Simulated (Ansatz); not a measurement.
# TaH3+ (quartet): wave-function methods side by side, def2-TZVPP

One table from this session's results is given with a row withheld; the runs are named, their logs left out.

Program: Ansatz 0.2.0, Gaussian basis. Level of theory: def2-TZVPP, core rule «outside noble gas», up to 4 orbitals frozen. These are calculated values, not measurements.

To be run: UHF; ROHF; CCSD(T) on UHF.

### The geometry

The geometry is a PBE0/def2-TZVP stationary point (not a proven minimum) of the parent state, kept for this charge and spin. No spin-orbit coupling is included. Elements past krypton take def2 core potentials.

4 atoms, charge 1, spin multiplicity 4.

Atoms are counted from 1 here; the program's logs count them from 0.

Bond lengths: Ta1–H2 2.075 Å, Ta1–H3 2.075 Å, Ta1–H4 1.813 Å, H2–H3 0.801 Å. Angles: H2–Ta1–H3 22.3°, H2–Ta1–H4 168.9°, H3–Ta1–H4 168.9°, Ta1–H2–H3 78.9°, Ta1–H3–H2 78.9°.

Set-up of the first run:

The input, in.yaml:

```yaml
crystal:
  periodic: [false, false, false]
  atoms:
    - {symbol: Ta, position_ang: [0.000000, 0.000000, 0.012372]}
    - {symbol: H, position_ang: [0.000000, -0.400716, -2.023105]}
    - {symbol: H, position_ang: [0.000000, 0.400716, -2.023105]}
    - {symbol: H, position_ang: [0.000000, 0.000000, 1.825162]}
basis:
  gaussian: {orbitals: def2-TZVPP}
total_charge: 1
magnetization: {spin_polarized: true, initial_magnetization: 3}
hamiltonian: {xc: hf}
output: {orbitals: {seedname: orbitals}}
```

Run with:

```
ansatz run in.yaml --threads 1 --pin off --events-out ev --progress --plain --max-ram 4096MiB --backend cpu
```

Among the steps run: UHF; ROHF; CCSD(T) on UHF.

One table of the session follows, with a row left open; its other results are not shown here.

| method | from UCCSD(T) (kcal/mol) |
| --- | --- |
| ROHF | ? |
| UHF | +75.75 |
| UMP2 | +14.92 |
| UCCSD | +1.60 |
| UCCSD(T) | 0 |

Q: Estimate the row for ROHF from the others.

**Answer.** from UCCSD(T) (kcal/mol): +79.98. In the column «from UCCSD(T) (kcal/mol)» it is the highest.
